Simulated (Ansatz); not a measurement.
# PdI (zincblende type): the cost of one run

Program: Ansatz 0.2.0. Level of theory: DFT PBEsol, with the methods named in each step. These are calculated values, not measurements.

### 1 Starting point

The structure is cubic, space group F-43m (No. 216). Conventional cell: a = 6.075 Å, b = 6.075 Å, c = 6.075 Å, α = 90.00°, β = 90.00°, γ = 90.00°. Pd (site symmetry -43m) has 4 I at 2.63 Å in its first shell of neighbours. Around I (site symmetry -43m) lie 4 Pd at 2.63 Å.

Coordinates:

```cif
data_structure
_symmetry_space_group_name_H-M 'F-43m'
_symmetry_Int_Tables_number 216
_cell_length_a 6.0751
_cell_length_b 6.0751
_cell_length_c 6.0751
_cell_angle_alpha 90.000
_cell_angle_beta 90.000
_cell_angle_gamma 90.000
_cell_volume 224.22
loop_
_atom_site_label
_atom_site_type_symbol
_atom_site_symmetry_multiplicity
_atom_site_Wyckoff_symbol
_atom_site_fract_x
_atom_site_fract_y
_atom_site_fract_z
_atom_site_occupancy
Pd1 Pd 4 a 0.00000 0.00000 0.00000 1
I1 I 4 d 0.25000 0.25000 0.75000 1
```

The file gives the conventional cell by its symmetry; the runs use the cell typed in the input.

Whether this phase is the stable one at these pressures isn't tested.

Atoms are numbered in the order of the input: Pd1, I2.

### 2 The reference volume, LAPW

input.yaml

```yaml
crystal:
  lattice:
    - [0.0, 3.0375707548, 3.0375707548]
    - [3.0375707548, 0.0, 3.0375707548]
    - [3.0375707548, 3.0375707548, 0.0]
  atoms:
    - { symbol: Pd, position: [0.0, 0.0, 0.0] }
    - { symbol: I, position: [0.25, 0.25, 0.25] }
kpoints:
  mp_grid: { grid: [12, 12, 12] }
  band_path:
    path:
      - [0.0, 0.0, 0.0]
      - [-0.5, -0.5, 0.0]
      - [-0.375, -0.375, 0.25]
      - [-0.375, 0.0, 0.375]
      - [0.0, 0.0, 0.0]
      - [0.0, 0.0, 0.5]
      - [-0.5, -0.25, 0.25]
      - [-0.5, -0.5, 0.0]
    npoints: 14
scf:
  occupations: { method: fermi_dirac, width: 0.1 }
hamiltonian:
  xc: pbesol
  pseudopotentials: { kind: all_electron, lapw: { basis_error: 0.001 } }
output:
  forces: true
  stress: true
  eigenvalues: true
  populations: true
  dos: { projected: true, de: 0.2, e_range: [-14, 8] }
```

Run with:

```bash
ansatz run input.yaml --threads 1 --pin off --max-ram 2048MiB --backend cpu --events-out ev --progress --plain --runs-dir out
```

Q: Estimate wall time and peak memory on 1 thread of Arm Neoverse V2, shared host.

About 71 s, with a peak of 0.47 GiB.
